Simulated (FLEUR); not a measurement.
# Cd in FLEUR: single point with PBE

Aim: the single point of Cd with PBE.

All numbers are computed with FLEUR MaX-R8.1 (later development tree); they aren't measurements. Logs are shortened: lines on timing, memory, paths and dates and some standing lists are left out, and cuts for length are marked.

**1. The cell of the first run**

The cell holds a slab with vacuum, 3 atoms: a = 2.979 Å, b = 2.979 Å, c = 20.618 Å, α = 90.00°, β = 90.00°, γ = 120.00°.

**2. Single point, PBE (the (0 0 1) slab of Cd, cut from the database cell, not relaxed)**

Contents of inp.xml:

```xml
<?xml version="1.0" encoding="UTF-8" standalone="no"?>
<fleurInput fleurInputVersion="0.39">
   <comment>
      Cd                                                                                                  
   </comment>
   <calculationSetup>
      <cutoffs Kmax="4.1" Gmax="12.7" GmaxXC="12.7" numbands="0"/>
      <scfLoop itmax="90" minDistance="0.0001" maxIterBroyd="40" imix="Anderson" alpha="0.05" precondParam="0.0" spinf="2.0" sdNocoIR="T"/>
      <coreElectrons ctail="T" frcor="F" kcrel="0" coretail_lmax="0"/>
      <xcFunctional name="pbe" relativisticCorrections="F"/>
      <magnetism jspins="1"/>
      <soc l_soc="F" theta="0.0" phi="0.0" spav="F"/>
      <expertModes spex="0" secvar="F"/>
      <geometryOptimization l_f="T" forcealpha="1.0" forcemix="BFGS" epsdisp="0.0005" epsforce="0.0002"/>
      <ldaU l_linMix="F" mixParam="0.05" spinf="1.0"/>
   </calculationSetup>
   <cell>
      <bzIntegration valenceElectrons="60.0" mode="hist" fermiSmearingEnergy="0.00183747">
         <kPointListSelection listName="default-1"/>
         <!-- k-points included here -->
         <xi:include xmlns:xi="http://www.w3.org/2001/XInclude" href="kpts.xml"> </xi:include>
      </bzIntegration>
      <!-- symmetry operations included here -->
      <xi:include xmlns:xi="http://www.w3.org/2001/XInclude" href="sym.xml"> </xi:include>
      <filmLattice scale="1.0" dVac="16.5" dTilda="19.0">
         <bravaisMatrixFilm>
            <row-1>    5.6292532004092948     0.0000000000000000</row-1>
            <row-2>   -2.8146266002991336     4.8750762757954478</row-2>
         </bravaisMatrixFilm>
         <vacuumEnergyParameters vacuum="1" spinUp="-.25" spinDown="-.25"/>
      </filmLattice>
   </cell>
   <atomSpecies>
      <species name="Cadmium (Cd)" element="Cd" atomicNumber="48">
         <mtSphere radius="2.54" gridPoints="839" logIncrement="0.015"/>
         <atomicCutoffs lmax="10" lnonsphr="8"/>
         <electronConfig flipSpins="F">
            <coreConfig>(1s1/2) (2s1/2) (2p1/2) (2p3/2) (3s1/2) (3p1/2) (3p3/2) (3d3/2) (3d5/2)</coreConfig>
            <valenceConfig>(4s1/2) (4p1/2) (4p3/2) (5s1/2) (4d3/2) (4d5/2)</valenceConfig>
         </electronConfig>
         <energyParameters s="5" p="5" d="4" f="4"/>
         <lo type="SCLO" l="0" n="4" eDeriv="0"/>
         <lo type="SCLO" l="1" n="4" eDeriv="0"/>
         <lo type="SCLO" l="1" n="4" eDeriv="1"/>
         <lo type="SCLO" l="2" n="4" eDeriv="2"/>
         <lo type="SCLO" l="3" n="4" eDeriv="2"/>
      </species>
   </atomSpecies>
   <atomGroups>
      <atomGroup species="Cadmium (Cd)">
         <filmPos label="                   1">1.000/3.000 -1.000/3.000 -5.3079099625</filmPos>
         <filmPos label="                   3">1.000/3.000 -1.000/3.000 5.3079100015</filmPos>
         <force calculate="T" relaxXYZ="TTT"/>
      </atomGroup>
      <atomGroup species="Cadmium (Cd)">
         <filmPos label="                   2">-1.000/3.000 1.000/3.000 .0000000195</filmPos>
         <force calculate="T" relaxXYZ="TTT"/>
      </atomGroup>
   </atomGroups>
   <output dos="F" band="F" slice="F">
      <checks vchk="F" cdinf="F"/>
      <bandDOS minEnergy="-.5*Htr" maxEnergy="0.5*Htr" sigma="0.015" storeEVData="T"/>
      <vacuumDOS vacdos="F" integ="F" star="F" nstars="0" locx1="0.0" locy1="0.0" locx2="0.0" locy2="0.0" nstm="0" tworkf="0.0"/>
      <unfoldingBand unfoldBand="F" supercellX="1" supercellY="1" supercellZ="1"/>
      <plotting iplot="0" polar="F">
         <plot TwoD="T" vec1="  1.0  0.0  0.0" vec2="  0.0  1.0  0.0" vec3="  0.0  0.0  1.0" zero="  0.0  0.0 -0.5" file="plot"/>
      </plotting>
      <chargeDensitySlicing numkpt="0" minEigenval="0.0" maxEigenval="0.0" nnne="0" pallst="F"/>
      <specialOutput eonly="F"/>
      <moessbauerParams electricFieldGradient="T" isomerShift="T" coreHyperfine="T" valenceHyperfine="T"/>
      <magneticCircularDichroism mcd="F" energyLo="-10.0" energyUp="0.0"/>
   </output>
  <!-- We include the file relax.xml here to enable relaxations (see documentation) -->
  <xi:include xmlns:xi="http://www.w3.org/2001/XInclude" href="relax.xml"> <xi:fallback/> </xi:include>
</fleurInput>
```

Contents of crystal.txt:

```
Cd
&input film=T /
2.9788725081  0.0000000000  0.0000000000
-1.4894362541  2.5797792666  0.0000000000
0.0000000000  0.0000000000  20.6176500000
1.8897261246
1.0 1.0 1.0

3
48 0.3333333333  0.6666666666  -5.3079099625
48 0.6666666667  0.3333333334  0.0000000195
48 0.3333333333  0.6666666666  5.3079100015

&kpt div1=10 div2=10 div3=1 gamma=T /
```

Potentials or basis: all-electron, FLAPW.

On the command line:

```
$ inpgen -f crystal.txt -profile fastHighL
$ # inp.xml edited to the form shown
$ mpirun -n 4 fleur_MPI -pe_per_kpt 1
```

The log of the run:

```text
Welcome to FLEUR        (www.flapw.de)
      MaX-Release 8.1          (www.max-centre.eu)

 ========== k-point set info ==========
 Selected k-point list: default-1
 k-point list type: mesh
 10 x 10 x 1
 Number of k points: 14

 ------------Calculation Setup---------------------------
 Number of MPI-tasks      :            4
 Number of PE/node        :            4
 Number of OMP-threads    :            1
 Using exactly            1  PE per kpt
 Using exactly            1  PE per kpt
 Using exactly            1  PE per kpt
 k-points in parallel     :            4
 pe's per k-point         :            1
 No of k-point loops      :            3
 Using exactly            1  PE per kpt
 Info/Warning             : your k-point parallelism is not fully load-balanced
 Eigenvalue solver        :       lapack
 Number of basis functions:          720
 Approximate size of matrices (H+S) per k-point:         0.015 GB
 --------------------------------------------------------
 Iteration:     1   Distance:       5.60572728 me/bohr^3
 Iteration:     2   Distance:       5.10855087 me/bohr^3
 Iteration:     3   Distance:       2.98255585 me/bohr^3
 Iteration:     4   Distance:       2.10180987 me/bohr^3
 Iteration:     5   Distance:       0.91551315 me/bohr^3
 Iteration:     6   Distance:       0.29971736 me/bohr^3
 Iteration:     7   Distance:       0.05928965 me/bohr^3
 Iteration:     8   Distance:       0.05714843 me/bohr^3
 Iteration:     9   Distance:       0.01256570 me/bohr^3
 Iteration:    10   Distance:       0.00612142 me/bohr^3
 Iteration:    11   Distance:       0.00420822 me/bohr^3
 Iteration:    12   Distance:       0.00110815 me/bohr^3
 Iteration:    13   Distance:       0.00082802 me/bohr^3
 Iteration:    14   Distance:       0.00009692 me/bohr^3

 Reset of history

 ********************************************************************
 Run finished successfully
 Stop message:
   Structural relaxation: new displacements generated
 ********************************************************************
```

Wall time 42 s (4 MPI ranks of AMD EPYC 7R43 (Zen 3), shared host).

What came out:

```
Free energy                                           : -456826.4880 eV
Largest force                                         : 0.092 eV/Å
Band gap on the k mesh                                : none (metal or under the smearing width)
Valence electrons inside the program's atomic spheres : Cd 18.50, 18.54 (radii Cd 2.54 bohr)
Work function of the upper face                       : 3.87 eV
Work function of the lower face                       : 3.87 eV
```

Forces in eV/Å, atoms in the order of the input:
```
Cd   0.000  0.000 -0.092
Cd   0.000  0.000  0.000
Cd   0.000  0.000  0.092
```

Core levels (eV from the Fermi level):
```csv
atom,levels
1 Cd,"1s1/2 -26507.1, 2s1/2 -3931.9, 2p1/2 -3660.1, 2p3/2 -3467.6, 3s1/2 -730.6, 3p1/2 -621.7, 3p3/2 -587.3, 3d3/2 -394.6, 3d5/2 -387.7"
2 Cd,"1s1/2 -26507.0, 2s1/2 -3931.8, 2p1/2 -3660.0, 2p3/2 -3467.5, 3s1/2 -730.5, 3p1/2 -621.6, 3p3/2 -587.2, 3d3/2 -394.5, 3d5/2 -387.6"
3 Cd,"1s1/2 -26507.1, 2s1/2 -3931.9, 2p1/2 -3660.1, 2p3/2 -3467.6, 3s1/2 -730.6, 3p1/2 -621.7, 3p3/2 -587.3, 3d3/2 -394.6, 3d5/2 -387.7"
```
